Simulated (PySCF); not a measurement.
# C5H11NO (SMILES CCCCC(N)=O) at 6 levels

We compute a comparison of 6 runs (B3LYP/6-31G*, BHLYP/6-31G*, CAM-B3LYP/6-31G*, M06-L/6-31G*, PBE0/6-31G*, r2SCAN/6-31G*) of C5H11NO. 

The calculation is run with PySCF 2.14.0.

## 1. The structure to begin with

C5H11NO: 18 atoms, total charge 0, spin state singlet. As SMILES, `CCCCC(N)=O`. The C4–H15 distance was set to 1.962 Å, away from the relaxed value. At this shape a bond of the SMILES string is far longer than usual.

Bond lengths: C1–C2 1.524 Å, C2–C3 1.527 Å, C3–C4 1.532 Å, C4–C5 1.517 Å, C5–N6 1.355 Å, C5–O7 1.209 Å, C1–H8 1.088 Å, C1–H9 1.088 Å, C1–H10 1.087 Å, C2–H11 1.093 Å, C2–H12 1.092 Å, C3–H13 1.092 Å, C3–H14 1.093 Å, C4–H16 1.092 Å, N6–H17 1.006 Å, N6–H18 1.004 Å. Some angles: C1–C2–C3 111.6°, C2–C3–C4 111.9°, C3–C4–C5 109.7°, C4–C5–N6 114.1°, C4–C5–O7 123.9°, N6–C5–O7 122.0°, C1–C2–H11 109.5°, C1–C2–H12 109.4°, C3–C2–H11 109.4°, C3–C2–H12 109.3°.

## 2. A single-point energy at B3LYP/6-31G(d) (spherical functions) (run 1)

The input, calc.py:

```python
from pyscf import gto, dft

mol = gto.M(
    atom='''
C      2.366461    -2.587492    -4.112887
C      0.815657    -2.283549    -1.705716
C     -0.487253     0.288520    -1.600987
C     -2.021011     0.623171     0.832470
C     -3.215016     3.228404     0.870850
N     -5.427091     3.383305    -0.411216
O     -2.282568     5.042050     1.902300
H      1.164746    -2.427565    -5.773540
H      3.814218    -1.132857    -4.221773
H      3.287078    -4.423890    -4.153119
H     -0.606570    -3.777774    -1.609945
H      2.049742    -2.488338    -0.064829
H      0.932725     1.781838    -1.701011
H     -1.729162     0.493253    -3.239229
H      0.236745     0.334009     3.760120
H     -3.475023    -0.834167     0.961028
H     -6.292983     5.071020    -0.545878
H     -6.189350     1.894844    -1.306738
''',
    charge=0,
    verbose=3,
    unit='bohr',
    max_memory=1860,
    basis='6-31g*',
)

calc0 = dft.RKS(mol, xc='b3lyp')
calc0.grids.level = 5
calc0.conv_tol = 1e-10
calc0.kernel()
if not calc0.converged:
    calc0 = calc0.newton().run(calc0.mo_coeff, calc0.mo_occ)

e_final = calc0.e_tot
print(f'total energy: {e_final:.8f} hartree')
```

Started as:

```console
$ OMP_NUM_THREADS=1 python calc.py
```

The log of the run:

```text
converged SCF energy = -327.020340155797
total energy: -327.02034016 hartree
```

Run time: 60 s. Hardware: 1 thread of Intel Xeon at 2.70GHz, shared host; peak memory 0.7 GiB.

## 3. A single-point energy at BHLYP/6-31G(d) (spherical functions) (run 2)

The input, job.py:

```python
from pyscf import gto, dft

mol = gto.M(
    atom='''
C      2.366461    -2.587492    -4.112887
C      0.815657    -2.283549    -1.705716
C     -0.487253     0.288520    -1.600987
C     -2.021011     0.623171     0.832470
C     -3.215016     3.228404     0.870850
N     -5.427091     3.383305    -0.411216
O     -2.282568     5.042050     1.902300
H      1.164746    -2.427565    -5.773540
H      3.814218    -1.132857    -4.221773
H      3.287078    -4.423890    -4.153119
H     -0.606570    -3.777774    -1.609945
H      2.049742    -2.488338    -0.064829
H      0.932725     1.781838    -1.701011
H     -1.729162     0.493253    -3.239229
H      0.236745     0.334009     3.760120
H     -3.475023    -0.834167     0.961028
H     -6.292983     5.071020    -0.545878
H     -6.189350     1.894844    -1.306738
''',
    max_memory=1860,
    basis='6-31g*',
    spin=0,
    unit='bohr',
    verbose=4,
)

ks = dft.RKS(mol, xc='bhandhlyp')
ks.grids.level = 5
ks.conv_tol = 1e-10
ks.kernel()
if not ks.converged:
    ks = ks.newton().run(ks.mo_coeff, ks.mo_occ)

e_tot = ks.e_tot
print('E = %.10f Eh' % e_tot)
```

Started as:

```console
$ OMP_NUM_THREADS=1 python job.py
```

The log of the run:

```text
PySCF version 2.14.0

[... 90 lines left out ...]
converged SCF energy = -326.809276999131
E = -326.8092769991 Eh
```

Run time: 52 s. Hardware: 1 thread of Intel Xeon at 2.70GHz, shared host; peak memory 0.7 GiB.

Run 3 isn't shown in full; the table further down has it.

## 4. A single-point energy at M06-L/6-31G(d) (spherical functions) (run 4)

The input, input.py:

```python
from pyscf import gto, dft

mol = gto.M(
    atom='''
C      2.366461    -2.587492    -4.112887
C      0.815657    -2.283549    -1.705716
C     -0.487253     0.288520    -1.600987
C     -2.021011     0.623171     0.832470
C     -3.215016     3.228404     0.870850
N     -5.427091     3.383305    -0.411216
O     -2.282568     5.042050     1.902300
H      1.164746    -2.427565    -5.773540
H      3.814218    -1.132857    -4.221773
H      3.287078    -4.423890    -4.153119
H     -0.606570    -3.777774    -1.609945
H      2.049742    -2.488338    -0.064829
H      0.932725     1.781838    -1.701011
H     -1.729162     0.493253    -3.239229
H      0.236745     0.334009     3.760120
H     -3.475023    -0.834167     0.961028
H     -6.292983     5.071020    -0.545878
H     -6.189350     1.894844    -1.306738
''',
    basis='6-31g*',
    verbose=4,
    unit='bohr',
    charge=0,
    max_memory=1860,
    spin=0,
)

mf = dft.RKS(mol)
mf.xc = 'm06-l'
mf.grids.level = 5
mf.conv_tol = 1e-10
mf.kernel()
if not mf.converged:
    mf = mf.newton().run(mf.mo_coeff, mf.mo_occ)

etot = mf.e_tot
print('E(%s) = %.9f' % ('M06-L', etot))
```

Started as:

```console
$ OMP_NUM_THREADS=1 python input.py
```

The log of the run:

```text
PySCF version 2.14.0

[... 94 lines left out ...]
converged SCF energy = -326.973788800066
E(M06-L) = -326.973788800
```

It took 1.8 min on 1 thread of Intel Xeon at 2.70GHz, shared host; peak memory 0.76 GiB.

Run 5 isn't shown in full; the table further down has it.

## 5. The energy at r2SCAN/6-31G(d) (spherical functions) (run 6)

The input, run.py:

```python
from pyscf import gto, dft

mol = gto.M(
    atom='''
C      2.366461    -2.587492    -4.112887
C      0.815657    -2.283549    -1.705716
C     -0.487253     0.288520    -1.600987
C     -2.021011     0.623171     0.832470
C     -3.215016     3.228404     0.870850
N     -5.427091     3.383305    -0.411216
O     -2.282568     5.042050     1.902300
H      1.164746    -2.427565    -5.773540
H      3.814218    -1.132857    -4.221773
H      3.287078    -4.423890    -4.153119
H     -0.606570    -3.777774    -1.609945
H      2.049742    -2.488338    -0.064829
H      0.932725     1.781838    -1.701011
H     -1.729162     0.493253    -3.239229
H      0.236745     0.334009     3.760120
H     -3.475023    -0.834167     0.961028
H     -6.292983     5.071020    -0.545878
H     -6.189350     1.894844    -1.306738
''',
    verbose=4,
    unit='bohr',
    spin=0,
    max_memory=1860,
    basis='6-31g*',
)

mf = dft.RKS(mol, xc='r2scan')
mf.conv_tol = 1e-10
mf.grids.level = 5
mf.kernel()
if not mf.converged:
    mf = mf.newton().run(mf.mo_coeff, mf.mo_occ)

etot = mf.e_tot
print(f'total energy: {etot:.8f} hartree')
```

Started as:

```console
$ OMP_NUM_THREADS=1 python run.py
```

The log of the run:

```text
PySCF version 2.14.0

[... 99 lines left out ...]
converged SCF energy = -326.822431314091
total energy: -326.82243131 hartree
```

Run time: 1.9 min. Hardware: 1 thread of Intel Xeon at 2.70GHz, shared host; peak memory 0.76 GiB.

## 6. The series

| run | level | energy (Eh) | dipole moment (D) | HOMO energy (eV) | LUMO energy (eV) | wall time |
| --- | --- | --- | --- | --- | --- | --- |
| 1 | B3LYP/6-31G* (spherical functions) | -327.020340 | 4.36 | -6.57 | -1.66 | 60 s |
| 2 | BHLYP/6-31G* (spherical functions) | -326.809277 | 4.51 | -8.49 | -0.40 | 52 s |
| 3 | CAM-B3LYP/6-31G* (spherical functions) | -326.841555 | 4.35 | -8.30 | -0.25 | 96 s |
| 4 | M06-L/6-31G* (spherical functions) | -326.973789 | 4.36 | -5.59 | -2.27 | 1.8 min |
| 5 | PBE0/6-31G* (spherical functions) | -326.633680 | 4.33 | -6.88 | -1.43 | 59 s |
| 6 | r2SCAN/6-31G* (spherical functions) | -326.822431 | 4.38 | -5.55 | -2.28 | 1.9 min |

## 7. Summary of results

| quantity | value |
| --- | --- |
| run 6: total energy | -326.82243 Eh |
| run 6: dipole moment | 4.38 D |
| run 6: HOMO energy | -5.55 eV |
| run 6: LUMO energy | -2.28 eV |
| run 6: HOMO–LUMO gap | 3.27 eV |

**Reading.** The dipole moment (its size) runs from 4.33 D (PBE0/6-31G*) to 4.51 D (BHLYP/6-31G*). The HOMO–LUMO gap runs from 3.27 eV (r2SCAN/6-31G*) to 8.09 eV (BHLYP/6-31G*). Totals of different functionals can't be ranked against each other. In runs 1, 2, 3, 4, 5, 6 a closed-shell determinant meets a far-stretched bond, which it describes badly. All runs together took 8.1 min, the longest 1.9 min.
